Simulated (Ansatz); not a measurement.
# CH5GeNS: up Jacob's ladder to CCSD(T)

An exercise on one series of results from a longer session: the logs are not shown, and one member is left open.

The runs use Ansatz 0.2.0, Gaussian basis; functionals in def2-TZVPP, the program's frozen cores in correlated methods.

The runs, in order: PBE-D4, r2SCAN-D4, PBE0-D4, B3LYP-D4, ωB97X-V, ωB97M-V, B2PLYP; CCSD(T)/def2-TZVPP; MP2/def2-QZVPP; extrapolation to the limit.

### The geometry

The geometry comes from an earlier relaxation with PBE0-D4 in a triple-zeta def2 set; it is a stationary point, not always the lowest conformer.

SMILES `N=[C](S)[GeH3]`, 9 atoms, charge 0, spin multiplicity 1.

Atoms are counted from 1 here; the program's logs count them from 0.

Bond lengths: N1–C2 1.263 Å, N1–H5 1.023 Å, C2–S3 1.776 Å, C2–Ge4 1.973 Å, S3–H6 1.342 Å, Ge4–H7 1.529 Å, Ge4–H8 1.537 Å, Ge4–H9 1.538 Å. Angles: C2–N1–H5 113.6°, N1–C2–S3 123.2°, N1–C2–Ge4 118.3°, S3–C2–Ge4 118.5°, C2–S3–H6 97.7°, C2–Ge4–H7 108.6°, C2–Ge4–H8 108.3°, C2–Ge4–H9 108.4°, H7–Ge4–H8 111.4°, H7–Ge4–H9 111.5°, H8–Ge4–H9 108.6°.

Set-up of the first run:

in.yaml reads:

```yaml
crystal:
  periodic: [false, false, false]
  atoms:
    - {symbol: N, position_ang: [0.023079, 0.745375, -1.710193]}
    - {symbol: C, position_ang: [0.301273, 0.466535, -0.509770]}
    - {symbol: S, position_ang: [1.652811, 1.208419, 0.372288]}
    - {symbol: Ge, position_ang: [-0.801108, -0.881915, 0.416423]}
    - {symbol: H, position_ang: [0.645450, 1.444011, -2.122977]}
    - {symbol: H, position_ang: [1.443329, 0.613216, 1.557238]}
    - {symbol: H, position_ang: [-1.994368, -1.231146, -0.473250]}
    - {symbol: H, position_ang: [0.074430, -2.114903, 0.689605]}
    - {symbol: H, position_ang: [-1.256396, -0.295792, 1.763634]}
basis:
  gaussian: {orbitals: def2-TZVPP}
hamiltonian: {xc: pbe, dispersion: d4}
output: {forces: true, orbitals: {seedname: orbitals}}
```

Launch:

```
$ ansatz run in.yaml --threads 4 --pin off --events-out ev --progress --plain --max-ram 10444MiB
```

Steps of the session up to this table: PBE-D4 (GGA); r2SCAN-D4 (meta-GGA); PBE0-D4 (hybrid); B3LYP-D4 (hybrid); ωB97X-V (range-separated); ωB97M-V (range-separated); B2PLYP (double hybrid); CCSD(T) in def2-TZVPP; MP2 in def2-QZVPP.

One of the session's tables, all rows but one given; the rest of the session is left out.

It belongs to the step «Atomisation energies». 

| method | atomisation energy (kJ/mol) |
| --- | --- |
| PBE-D4 | 2933.3 |
| r2SCAN-D4 | 2866.6 |
| PBE0-D4 | 2858.3 |
| B3LYP-D4 | ? |
| ωB97X-V | 2879.5 |
| ωB97M-V | 2862.7 |
| B2PLYP | 2820.2 |
| HF/def2-TZVPP | 1901.5 |
| MP2/def2-TZVPP | 2804.7 |
| CCSD/def2-TZVPP | 2720.7 |
| CCSD(T)/def2-TZVPP | 2780.8 |
| MP2/CBS | 2886.2 |
| CCSD(T)/CBS | 2862.4 |

**Question.** Estimate the row for B3LYP-D4.

As computed: atomisation energy (kJ/mol): 2860.3. In the column «atomisation energy (kJ/mol)» it lies between PBE0-D4 (2858.3) and CCSD(T)/CBS (2862.4).

Caveats from the session: Free atoms (1 N, 1 C, 1 S, 1 Ge, 5 H) were run apart at each level; the atomisation energy is their sum less the molecule, without zero-point or spin-orbit terms.
